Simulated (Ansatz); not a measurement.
Cu2B:

```xyz
6
Lattice="0.0000 3.2835 3.2835 3.2835 0.0000 3.2835 3.2835 3.2835 0.0000" Properties=species:S:1:pos:R:3 pbc="T T T"
Cu    0.8209    0.8209    0.8209
Cu    0.8209    2.4626    2.4626
Cu    2.4626    2.4626    0.8209
Cu    2.4626    0.8209    2.4626
B     3.2835    3.2835    3.2835
B     4.9252    4.9252    4.9252
```

The cell was built by a generator and needn't be a form met in nature.

```yaml
Program: Ansatz 0.2.0
Task: relaxation of cell and atoms
Functional: LDA
Potentials_or_basis: Ansatz PAW
Cutoff: "420 eV (not typed: the program's choice for these potentials)"
k_mesh: 5 × 5 × 5
Occupations: fermi-dirac, width 0.05 eV
Spin: no spin polarisation
```

At the start: volume 11.80 Å³/atom.

Q: How do energy, volume and symmetry change on relaxing?

A: It ends after 6 steps and the volume is 10.82 Å³/atom (-8.3 %); space group Fd-3m (No. 227, to 0.05 Å).

Step by step:
```
step  energy change (eV)  largest force (eV/Å)  volume (Å³)
   1              0.0000                0.0000        70.80
   2             -0.1830                0.0000        67.51
   3             -0.2321                0.0000        64.46
   4             -0.2335                0.0000        64.97
   5             -0.2335                0.0000        64.94
   6             -0.2295                0.0000        64.94
```

Final structure:
```
Cu B
1.0
     0.00000    3.19023    3.19023
     3.19023    0.00000    3.19023
     3.19023    3.19023    0.00000
Cu B
4 2
Direct
  0.12500 0.12500 0.12500
  0.62500 0.12500 0.12500
  0.12500 0.12500 0.62500
  0.12500 0.62500 0.12500
  0.50000 0.50000 0.50000
  0.75000 0.75000 0.75000
```

Caveat: the plane-wave basis is chosen anew once the cell has moved, so the energies of steps on either side of that aren't comparable; the PAW data sets come from PBE, with cores solved anew for the run's functional, which leaves a small shift of forces and pressure.
